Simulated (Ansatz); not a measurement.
# C2H6BISi: up Jacob's ladder to CCSD(T)

How much do the methods differ for C2H6BISi? The plan is to run it at one geometry with functionals of several rungs and with coupled cluster. The yardstick is the atomisation energy at the CCSD(T) limit.

Computed with Ansatz 0.2.0, Gaussian basis. Level: functionals in def2-TZVPP, the program's frozen cores in correlated methods.

Levels to be run: LDA (SPW92), PBE-D4, revPBE-D4, BLYP-D4, r2SCAN-D4, B97M-V, PBE0-D4, B3LYP-D4, r2SCANh-D4, r2SCAN0-D4, HSE06-D4, BHLYP-D4, CAM-B3LYP-D4, LC-ωPBE, ωB97X-V, ωB97M-V, B2PLYP, PBE-QIDH; CCSD(T)/def2-SVP; CCSD(T)/def2-TZVPP; MP2/def2-QZVPP; extrapolation to the limit; RPA on PBE.

**1. The relaxed structure**

All runs share one geometry, relaxed beforehand with PBE0-D4 in a triple-zeta def2 set. I takes the def2 core potential; no spin-orbit term is included.

11 atoms, charge 0, spin multiplicity 1.

Atoms are counted from 1 here; the program's logs count them from 0.

Bond lengths: I1–C2 2.143 Å, C2–C3 1.539 Å, C2–Si5 1.906 Å, C2–H6 1.090 Å, C3–B4 1.572 Å, C3–H7 1.093 Å, C3–H8 1.107 Å, B4–Si5 2.024 Å, B4–H9 1.191 Å, Si5–H10 1.488 Å, Si5–H11 1.488 Å. Angles: I1–C2–C3 116.7°, I1–C2–Si5 121.6°, I1–C2–H6 104.3°, C3–C2–Si5 92.2°, C3–C2–H6 110.7°, Si5–C2–H6 111.3°, C2–C3–B4 99.7°, C2–C3–H7 116.8°, C2–C3–H8 109.4°, B4–C3–H7 122.2°, B4–C3–H8 101.7°, H7–C3–H8 105.8°, C3–B4–Si5 87.0°, C3–B4–H9 129.4°, Si5–B4–H9 143.6°, C2–Si5–B4 74.4°, C2–Si5–H10 111.1°, C2–Si5–H11 117.9° and more.

Coordinates:

```mol
C2H6BISi
  3D, bonds by distance, orders not assigned

 11 11  0  0  0  0  0  0  0  0999 V2000
   -0.1518    2.8950    0.2026 I   0  0
    0.4656    0.8581   -0.0478 C   0  0
    0.1538   -0.1053    1.1113 C   0  0
   -0.0268   -1.4418    0.3040 B   0  0
   -0.3679   -0.2879   -1.3231 Si  0  0
    1.5406    0.9221   -0.2171 H   0  0
    0.7975   -0.0400    1.9928 H   0  0
   -0.8755    0.0770    1.4753 H   0  0
    0.0655   -2.5695    0.6773 H   0  0
   -1.8055    0.0576   -1.4940 H   0  0
    0.2701   -0.4224   -2.6609 H   0  0
  1  2  8  0
  2  3  8  0
  3  4  8  0
  4  5  8  0
  2  6  8  0
  3  7  8  0
  3  8  8  0
  4  9  8  0
  5 10  8  0
  5 11  8  0
  2  5  8  0
M  END
```

**2. LDA**

This LDA is Slater exchange with PW92 correlation.

Contents of in.yaml:

```yaml
crystal:
  periodic: [false, false, false]
  atoms:
    - {symbol: I, position_ang: [-0.151757, 2.895013, 0.202644]}
    - {symbol: C, position_ang: [0.465569, 0.858099, -0.047782]}
    - {symbol: C, position_ang: [0.153758, -0.105326, 1.111347]}
    - {symbol: B, position_ang: [-0.026787, -1.441813, 0.303978]}
    - {symbol: Si, position_ang: [-0.367872, -0.287874, -1.323056]}
    - {symbol: H, position_ang: [1.540588, 0.922092, -0.217099]}
    - {symbol: H, position_ang: [0.797473, -0.039988, 1.992842]}
    - {symbol: H, position_ang: [-0.875505, 0.077030, 1.475270]}
    - {symbol: H, position_ang: [0.065525, -2.569503, 0.677288]}
    - {symbol: H, position_ang: [-1.805533, 0.057576, -1.493957]}
    - {symbol: H, position_ang: [0.270141, -0.422406, -2.660875]}
basis:
  gaussian: {orbitals: def2-TZVPP}
hamiltonian: {xc: lda}
output: {orbitals: {seedname: orbitals}}
```

After this run come: PBE-D4 (GGA); revPBE-D4 (GGA); BLYP-D4 (GGA); r2SCAN-D4 (meta-GGA); B97M-V (meta-GGA); PBE0-D4 (hybrid); B3LYP-D4 (hybrid); r2SCANh-D4 (hybrid); r2SCAN0-D4 (hybrid); HSE06-D4 (hybrid); BHLYP-D4 (hybrid); CAM-B3LYP-D4 (range-separated); LC-ωPBE (range-separated); ωB97X-V (range-separated); ωB97M-V (range-separated); B2PLYP (double hybrid); PBE-QIDH (double hybrid); CCSD(T) in def2-SVP; CCSD(T) in def2-TZVPP; MP2 in def2-QZVPP; RPA on PBE orbitals.

Before running them: what should the planned runs give, taken together? Wanted: atomisation energy, CCSD(T)/CBS; farthest beyond LDA; mean size of error, GGA; mean size of error, meta-GGA; mean size of error, hybrid; mean size of error, range-separated; mean size of error, double hybrid; gap, smallest and largest; T1 diagnostic.

The runs gave:

| quantity | value |
| --- | --- |
| atomisation energy, CCSD(T)/CBS | 3779.7 kJ/mol |
| functionals within 37.8 kJ/mol (1.0 %) | revPBE-D4, BLYP-D4, r2SCAN-D4, B97M-V, PBE0-D4, B3LYP-D4, r2SCANh-D4, r2SCAN0-D4, HSE06-D4, CAM-B3LYP-D4, LC-ωPBE, ωB97X-V, ωB97M-V, PBE-QIDH |
| farthest beyond LDA | BHLYP-D4 (-82.0 kJ/mol) |
| mean size of error, GGA | 38.1 kJ/mol |
| mean size of error, meta-GGA | 21.8 kJ/mol |
| mean size of error, hybrid | 30.1 kJ/mol |
| mean size of error, range-separated | 8.8 kJ/mol |
| mean size of error, double hybrid | 28.3 kJ/mol |
| gap, smallest and largest | 2.39 eV (LDA (SPW92)), 9.41 eV (LC-ωPBE) |
| T1 diagnostic | 0.0109 |
| triples share of the correlation energy | 3.4 % |

**Reading.** The LDA atomisation energy is off by 534.0 kJ/mol (14 %): it overbinds. PBE-D4 misses by +75.4 kJ/mol. Double hybrids carry the basis error of their MP2 part in triple zeta, and no dispersion term here, so their miss is partly the set-up's. The rungs range-separated, meta-GGA, double hybrid, hybrid miss on average by less than the doubt on the reference (37.8 kJ/mol), so they tie. The reference freezes the cores and leaves out spin-orbit coupling and excitations past (T), and its outer-core shells are covered unevenly, so misses under about 37.8 kJ/mol can't be ranked. All levels share the lack of spin-orbit coupling, which lowers the free heavy atoms and so the true binding. Hartree-Fock recovers 74 % of the binding; the rest is correlation. CCSD(T) in def2-SVP is off by -204.4 kJ/mol, more than most functionals: a good method in a small basis is no reference. The gap grows from 2.4 to 9.4 eV across the functionals, mostly with the share of exact exchange. Correlated methods include outer-core shells of I, which these sets cover unevenly.
